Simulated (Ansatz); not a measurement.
# C2H3I: vertical ionisation energy

One table from this session's results is given with a row withheld; the runs are named, their logs left out.

Computed with Ansatz 0.2.0, Gaussian basis. Level: unrestricted cation, the program's frozen cores in correlated methods.

Plan: UKS PBE-D4/def2-TZVPP; UKS r2SCAN-D4/def2-TZVPP; UKS PBE0-D4/def2-TZVPP; UKS B3LYP-D4/def2-TZVPP; UKS wB97X-V/def2-TZVPP; UKS wB97M-V/def2-TZVPP; UKS B2PLYP/def2-TZVPP; UHF-CCSD(T)/def2-TZVPP; UHF-MP2/def2-QZVPP; extrapolation to the limit; then −ε(HOMO) from the neutral's earlier runs with LDA (SPW92), PBE-D4, revPBE-D4, BLYP-D4, r2SCAN-D4, B97M-V, PBE0-D4, B3LYP-D4, r2SCANh-D4, r2SCAN0-D4, HSE06-D4, BHLYP-D4, CAM-B3LYP-D4, LC-ωPBE, ωB97X-V, ωB97M-V.

### Structure used throughout

An earlier PBE0-D4 in a triple-zeta def2 set relaxation fixed the geometry. I takes the def2 core potential; no spin-orbit term is included.

SMILES `C=CI`, 6 atoms, charge 0, spin multiplicity 1.

Atoms are counted from 1 here; the program's logs count them from 0.

Bond lengths: C1–C2 1.320 Å, C1–H4 1.083 Å, C1–H5 1.086 Å, C2–I3 2.078 Å, C2–H6 1.082 Å. Angles: C2–C1–H4 122.8°, C2–C1–H5 119.6°, H4–C1–H5 117.7°, C1–C2–I3 123.7°, C1–C2–H6 123.5°, I3–C2–H6 112.8°.

Set-up of the first run:

in.yaml reads:

```yaml
crystal:
  periodic: [false, false, false]
  atoms:
    - {symbol: C, position_ang: [-0.622971, 0.068683, -0.457442]}
    - {symbol: C, position_ang: [0.372872, 0.151343, 0.404444]}
    - {symbol: I, position_ang: [1.844549, -1.301734, 0.608640]}
    - {symbol: H, position_ang: [-0.748788, -0.771198, -1.129510]}
    - {symbol: H, position_ang: [-1.355588, 0.868169, -0.507335]}
    - {symbol: H, position_ang: [0.509916, 0.984727, 1.081203]}
basis:
  gaussian: {orbitals: def2-TZVPP}
total_charge: 1
magnetization: {spin_polarized: true, initial_magnetization: 1}
hamiltonian: {xc: pbe, dispersion: d4}
```

Launch:

```console
> ansatz run in.yaml --threads 4 --pin off --events-out ev --progress --plain --max-ram 10444MiB
```

Steps of the session up to this table: Cation, UKS PBE-D4/def2-TZVPP; Cation, UKS r2SCAN-D4/def2-TZVPP; Cation, UKS PBE0-D4/def2-TZVPP; Cation, UKS B3LYP-D4/def2-TZVPP; Cation, UKS wB97X-V/def2-TZVPP; Cation, UKS wB97M-V/def2-TZVPP; Cation, UKS B2PLYP (frozen core)/def2-TZVPP; Cation, UHF-CCSD(T)/def2-TZVPP; Cation, UHF-MP2/def2-QZVPP.

One of the session's tables, all rows but one given; the rest of the session is left out.

It belongs to the step «Ionisation energies side by side». Orbital estimates, from the neutral's runs:

```
  functional  −ε(HOMO) (eV)
 LDA (SPW92)           6.19
      PBE-D4           6.02
   revPBE-D4           5.97
     BLYP-D4           5.85
   r2SCAN-D4              ?
      B97M-V           6.24
     PBE0-D4           7.09
    B3LYP-D4           6.86
  r2SCANh-D4           6.65
  r2SCAN0-D4           7.24
    HSE06-D4           6.70
    BHLYP-D4           7.98
CAM-B3LYP-D4           8.32
     LC-ωPBE           9.65
     ωB97X-V           9.29
     ωB97M-V           9.18
```

Q: Estimate the row for r2SCAN-D4 from the others.

Worked estimate for «−ε(HOMO) (eV)». Against the share of exact exchange, r2SCANh-D4 (0.1, 6.65), r2SCAN0-D4 (0.25, 7.24) give a slope of 3.93 per unit share; at 0 the line stands at 6.26.

**Answer.** −ε(HOMO) (eV): 6.26. In «−ε(HOMO) (eV)» the line misses by 0.00.
